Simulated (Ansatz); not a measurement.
**C2H8Ge: vertical ionisation energy**

The task here is to estimate one member of a computed series from the others.

Method: unrestricted cation, the program's frozen cores in correlated methods; program: Ansatz 0.2.0, Gaussian basis.

The runs, in order: UKS PBE-D4/def2-TZVPP; UKS r2SCAN-D4/def2-TZVPP; UKS PBE0-D4/def2-TZVPP; UKS B3LYP-D4/def2-TZVPP; UKS wB97X-V/def2-TZVPP; UKS wB97M-V/def2-TZVPP; UKS B2PLYP/def2-TZVPP; UHF-CCSD(T)/def2-TZVPP; UHF-MP2/def2-QZVPP; extrapolation to the limit; then −ε(HOMO) from the neutral's earlier runs with LDA (SPW92), PBE-D4, revPBE-D4, BLYP-D4, r2SCAN-D4, B97M-V, PBE0-D4, B3LYP-D4, r2SCANh-D4, r2SCAN0-D4, HSE06-D4, BHLYP-D4, CAM-B3LYP-D4, LC-ωPBE, ωB97X-V, ωB97M-V.

### The relaxed structure

All runs share one geometry, relaxed beforehand with PBE0-D4 in a triple-zeta def2 set.

SMILES `[CH3][GeH2][CH3]`, 11 atoms, charge 0, spin multiplicity 1.

Atoms are counted from 1 here; the program's logs count them from 0.

Bond lengths: C1–Ge2 1.955 Å, C1–H4 1.091 Å, C1–H5 1.091 Å, C1–H6 1.091 Å, Ge2–C3 1.955 Å, Ge2–H7 1.544 Å, Ge2–H8 1.544 Å, C3–H9 1.091 Å, C3–H10 1.091 Å, C3–H11 1.091 Å. Angles: Ge2–C1–H4 110.8°, Ge2–C1–H5 110.3°, Ge2–C1–H6 110.3°, H4–C1–H5 108.5°, H4–C1–H6 108.5°, H5–C1–H6 108.5°, C1–Ge2–C3 110.6°, C1–Ge2–H7 109.6°, C1–Ge2–H8 109.6°, C3–Ge2–H7 109.6°, C3–Ge2–H8 109.6°, H7–Ge2–H8 107.9°, Ge2–C3–H9 110.3°, Ge2–C3–H10 110.3°, Ge2–C3–H11 110.8°, H9–C3–H10 108.5°, H9–C3–H11 108.5°, H10–C3–H11 108.5°.

The first run:

File in.yaml:

```yaml
crystal:
  periodic: [false, false, false]
  atoms:
    - {symbol: C, position_ang: [-1.251159, 0.959395, -0.437259]}
    - {symbol: Ge, position_ang: [-0.186830, -0.675246, -0.310331]}
    - {symbol: C, position_ang: [1.439368, -0.356844, 0.726518]}
    - {symbol: H, position_ang: [-2.159711, 0.785621, -1.015086]}
    - {symbol: H, position_ang: [-0.676323, 1.747920, -0.925553]}
    - {symbol: H, position_ang: [-1.535153, 1.304043, 0.558335]}
    - {symbol: H, position_ang: [0.189293, -1.159101, -1.727032]}
    - {symbol: H, position_ang: [-1.021381, -1.784979, 0.363940]}
    - {symbol: H, position_ang: [2.044833, 0.417133, 0.252162]}
    - {symbol: H, position_ang: [1.186090, -0.028118, 1.735690]}
    - {symbol: H, position_ang: [2.036371, -1.266723, 0.799016]}
basis:
  gaussian: {orbitals: def2-TZVPP}
total_charge: 1
magnetization: {spin_polarized: true, initial_magnetization: 1}
hamiltonian: {xc: pbe, dispersion: d4}
```

Run with:

```sh
$ ansatz run in.yaml --threads 2 --pin off --events-out ev --progress --plain --max-ram 32768MiB --backend cpu
```

Among the steps run: Cation, UKS PBE-D4/def2-TZVPP; Cation, UKS r2SCAN-D4/def2-TZVPP; Cation, UKS PBE0-D4/def2-TZVPP; Cation, UKS B3LYP-D4/def2-TZVPP; Cation, UKS wB97X-V/def2-TZVPP; Cation, UKS wB97M-V/def2-TZVPP; Cation, UKS B2PLYP (frozen core)/def2-TZVPP; Cation, UHF-CCSD(T)/def2-TZVPP; Cation, UHF-MP2/def2-QZVPP.

One of the session's tables, all rows but one given; the rest of the session is left out.

It belongs to the step «Ionisation energies side by side». Orbital estimates, from the neutral's runs:

| functional | −ε(HOMO) (eV) |
| --- | --- |
| LDA (SPW92) | 7.42 |
| PBE-D4 | 7.28 |
| revPBE-D4 | 7.23 |
| BLYP-D4 | 7.14 |
| r2SCAN-D4 | 7.55 |
| B97M-V | 7.63 |
| PBE0-D4 | 8.53 |
| B3LYP-D4 | 8.30 |
| r2SCANh-D4 | 8.01 |
| r2SCAN0-D4 | 8.71 |
| HSE06-D4 | 8.13 |
| BHLYP-D4 | 9.66 |
| CAM-B3LYP-D4 | 9.87 |
| LC-ωPBE | ? |
| ωB97X-V | 10.88 |
| ωB97M-V | 10.74 |

Estimate the missing values for LC-ωPBE.

As computed: −ε(HOMO) (eV): 11.26. In the column «−ε(HOMO) (eV)» it is the highest.
